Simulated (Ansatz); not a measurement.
# C4H7IO2: the cost of one run

Program: Ansatz 0.2.0 through its Python package. Level of theory: PBE0/def2-SVP. These are calculated values, not measurements.

## (1) The structure

Bond lengths: O1–C2 1.345 Å, C2–O3 1.219 Å, C2–C4 1.501 Å, C4–C5 1.525 Å, C5–C6 1.530 Å, C6–I7 2.142 Å, O1–H8 0.981 Å, C4–H9 1.096 Å, C4–H10 1.096 Å, C5–H11 1.097 Å, C5–H12 1.097 Å, C6–H13 1.095 Å, C6–H14 1.096 Å. Angles (14 of 22 angles, heavy atoms first): O1–C2–O3 121.1°, O1–C2–C4 112.9°, O3–C2–C4 126.0°, C2–C4–C5 111.9°, C4–C5–C6 112.3°, C5–C6–I7 110.4°, C2–O1–H8 104.4°, C2–C4–H9 108.3°, C2–C4–H10 108.5°, C5–C4–H9 110.3°, C5–C4–H10 111.3°, C4–C5–H11 109.8°, C4–C5–H12 108.2°, C6–C5–H11 109.9°.

No structure file is read: the coordinates are typed or built in the script.

## (2) The script

File freq.py:

```python
import ansatz as az
import numpy as np

c4h7io2 = (
    az.Crystal.molecule()
    .atom('O', (2.3921, 0.4002, -0.2394))
    .atom('C', (1.4906, -0.4663, 0.2551))
    .atom('O', (1.6104, -0.9274, 1.3773))
    .atom('C', (0.36, -0.738, -0.6946))
    .atom('C', (-0.7169, 0.3392, -0.6182))
    .atom('C', (-1.4762, 0.3088, 0.7101))
    .atom('I', (-3.04, 1.7731, 0.7109))
    .atom('H', (3.0566, 0.4955, 0.4753))
    .atom('H', (0.7694, -0.7963, -1.71))
    .atom('H', (-0.0516, -1.7289, -0.4717))
    .atom('H', (-0.2652, 1.328, -0.7679))
    .atom('H', (-1.4188, 0.1819, -1.4467))
    .atom('H', (-0.7994, 0.5137, 1.5462))
    .atom('H', (-1.9109, -0.6834, 0.8736))
)

setup = c4h7io2.calculation().basis(gaussian='def2-SVP').functional('pbe0')
symbols = [site.symbol for site in c4h7io2.cartesian_sites]
start = np.array([site.position_ang for site in c4h7io2.cartesian_sites], dtype=float)
rep = setup.relax(force_tolerance=0.003, max_steps=100).run(threads=1).report
end = np.array(rep['positions_ang'])

print('final positions (A) and the move of each atom')
for symbol, xyz, old in zip(symbols, end, start):
    print(f'{symbol:2s} {xyz[0]:10.5f} {xyz[1]:10.5f} {xyz[2]:10.5f}   {np.linalg.norm(xyz - old):7.4f}')

minimum = az.Crystal.molecule()
for symbol, place in zip(symbols, end):
    minimum = minimum.atom(symbol, place.tolist())
vibrating = (
    minimum.calculation()
    .basis(gaussian='def2-SVP')
    .functional('pbe0')
    .phonons(temperatures=(200, 600, 100))
)
vib = vibrating.run(threads=1).report['vibrations']
sums = vib['harmonic_sums']
modes = [m['omega_inv_cm'] for m in sums['modes_at_gamma'] if m['rigid_motion'] == 'no']
print('frequencies (1/cm):', ' '.join(f'{w:.0f}' for w in modes))
print('imaginary modes:', sum(w < 0 for w in modes), ' zero-point energy:', round(sums['zero_point_energy_ev'], 4), 'eV')
print('T (K)   F_vib (eV)   S_vib (meV/K)   C_vib (meV/K)')
for row in zip(sums['temperatures_k'], sums['vibrational_free_energy_ev'], vib['entropy_ev_per_k'], vib['heat_capacity_ev_per_k']):
    print(f'{row[0]:6.1f} {row[1]:11.4f} {1000 * row[2]:13.4f} {1000 * row[3]:15.4f}')
```

## (3) What the engine is handed

The package turns the script's settings into the engine's input (first run):

```yaml
crystal:
  periodic: [false, false, false]
  atoms:
    - { symbol: O, position_ang: [2.3921, 0.4002, -0.2394] }
    - { symbol: C, position_ang: [1.4906, -0.4663, 0.2551] }
    - { symbol: O, position_ang: [1.6104, -0.9274, 1.3773] }
    - { symbol: C, position_ang: [0.36, -0.738, -0.6946] }
    - { symbol: C, position_ang: [-0.7169, 0.3392, -0.6182] }
    - { symbol: C, position_ang: [-1.4762, 0.3088, 0.7101] }
    - { symbol: I, position_ang: [-3.04, 1.7731, 0.7109] }
    - { symbol: H, position_ang: [3.0566, 0.4955, 0.4753] }
    - { symbol: H, position_ang: [0.7694, -0.7963, -1.71] }
    - { symbol: H, position_ang: [-0.0516, -1.7289, -0.4717] }
    - { symbol: H, position_ang: [-0.2652, 1.328, -0.7679] }
    - { symbol: H, position_ang: [-1.4188, 0.1819, -1.4467] }
    - { symbol: H, position_ang: [-0.7994, 0.5137, 1.5462] }
    - { symbol: H, position_ang: [-1.9109, -0.6834, 0.8736] }
basis:
  gaussian:
    orbitals: def2-SVP
hamiltonian:
  xc: pbe0
relax:
  f_tol: 0.003
  max_steps: 100
```

## (4) Launch

Launch:

```sh
> python freq.py
```

Q: Estimate wall time and peak memory on 1 thread of Intel Xeon Platinum 8175M at 2.50GHz (Skylake/Cascade Lake), shared host.

About 25 min, with a peak of 0.52 GiB.
